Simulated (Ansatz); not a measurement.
# C6H9In: how energies converge with the basis set

How large a basis does C6H9In need? Two functionals are run in growing sets.

The runs use Ansatz 0.2.0, Gaussian basis; one geometry, several basis sets.

The runs, in order: PBE0-D4/def2-SVP; ωB97M-V/def2-SVP; PBE0-D4/def2-QZVPP; ωB97M-V/def2-QZVPP; the functionals' def2-TZVPP values are taken from earlier runs.

2 further runs of the same task are left out: 1 for a known fault of the program, 1 that didn't finish.

### 1 The relaxed structure

The geometry comes from an earlier relaxation with PBE0-D4 in a triple-zeta def2 set; it is a stationary point, not always the lowest conformer. In takes the def2 core potential; no spin-orbit term is included.

SMILES `C=[CH][In]([CH]=C)[CH]=C`, 16 atoms, charge 0, spin multiplicity 1.

Atoms are counted from 1 here; the program's logs count them from 0.

Bond lengths: C1–C2 1.332 Å, C1–H8 1.088 Å, C1–H9 1.089 Å, C2–In3 2.138 Å, C2–H10 1.089 Å, In3–C4 2.138 Å, In3–C6 2.138 Å, C4–C5 1.332 Å, C4–H11 1.089 Å, C5–H12 1.088 Å, C5–H13 1.089 Å, C6–C7 1.332 Å, C6–H14 1.089 Å, C7–H15 1.089 Å, C7–H16 1.088 Å. Angles: C2–C1–H8 122.4°, C2–C1–H9 122.4°, H8–C1–H9 115.2°, C1–C2–In3 121.9°, C1–C2–H10 117.1°, In3–C2–H10 121.0°, C2–In3–C4 120.0°, C2–In3–C6 120.0°, C4–In3–C6 120.0°, In3–C4–C5 121.9°, In3–C4–H11 121.0°, C5–C4–H11 117.1°, C4–C5–H12 122.4°, C4–C5–H13 122.4°, H12–C5–H13 115.2°, In3–C6–C7 121.9°, In3–C6–H14 121.0°, C7–C6–H14 117.1° and more.

Geometry (Å):

```xyz
16
C6H9In
C     1.59543   -2.17323   -1.44456
C     1.04614   -0.96877   -1.59313
In   -0.00236   -0.00063   -0.00054
C    -0.85096    1.93877   -0.30296
C    -0.74991    2.57714   -1.46777
C    -0.20113   -0.97201    1.89412
C    -0.84179   -0.40247    2.91379
H     1.54044   -2.72812   -0.51064
H     2.13180   -2.67372   -2.24990
H     1.15355   -0.49073   -2.56592
H    -1.38758    2.44719    0.49704
H    -0.23302    2.14957   -2.32406
H    -1.17868    3.56513   -1.63147
H     0.22228   -1.96105    2.06413
H    -0.94745   -0.88984    3.88233
H    -1.29675    0.58273    2.83955
```

### 2 PBE0-D4 in def2-SVP

File in.yaml:

```yaml
crystal:
  periodic: [false, false, false]
  atoms:
    - {symbol: C, position_ang: [1.595425, -2.173229, -1.444556]}
    - {symbol: C, position_ang: [1.046136, -0.968766, -1.593130]}
    - {symbol: In, position_ang: [-0.002360, -0.000634, -0.000536]}
    - {symbol: C, position_ang: [-0.850955, 1.938770, -0.302958]}
    - {symbol: C, position_ang: [-0.749913, 2.577145, -1.467766]}
    - {symbol: C, position_ang: [-0.201131, -0.972010, 1.894120]}
    - {symbol: C, position_ang: [-0.841789, -0.402466, 2.913790]}
    - {symbol: H, position_ang: [1.540437, -2.728116, -0.510637]}
    - {symbol: H, position_ang: [2.131802, -2.673715, -2.249903]}
    - {symbol: H, position_ang: [1.153545, -0.490728, -2.565921]}
    - {symbol: H, position_ang: [-1.387581, 2.447186, 0.497036]}
    - {symbol: H, position_ang: [-0.233021, 2.149573, -2.324060]}
    - {symbol: H, position_ang: [-1.178683, 3.565127, -1.631473]}
    - {symbol: H, position_ang: [0.222284, -1.961051, 2.064126]}
    - {symbol: H, position_ang: [-0.947452, -0.889835, 3.882327]}
    - {symbol: H, position_ang: [-1.296745, 0.582728, 2.839550]}
basis:
  gaussian: {orbitals: def2-SVP}
hamiltonian: {xc: pbe0, dispersion: d4}
output: {orbitals: {seedname: orbitals}}
```

Launch:

```
$ ansatz run in.yaml --threads 2 --pin off --events-out ev --progress --plain --max-ram 32768MiB --backend cpu
```

The runs that follow: ωB97M-V in def2-SVP; PBE0-D4 in def2-QZVPP; ωB97M-V in def2-QZVPP.

**Question.** What will the summary of the whole plan be? Wanted: PBE0-D4: double and triple zeta above quadruple; ωB97M-V: double and triple zeta above quadruple.

As calculated:

```
                                       quantity          value
PBE0-D4: double and triple zeta above quadruple  7.66, 0.40 eV
ωB97M-V: double and triple zeta above quadruple  8.03, 0.38 eV
```

What this shows: For PBE0-D4 the step from double to triple zeta gains 7.26 eV and the next only 0.40 eV. These are total energies; as a rule much of such shifts cancels in differences, which this series doesn't test.
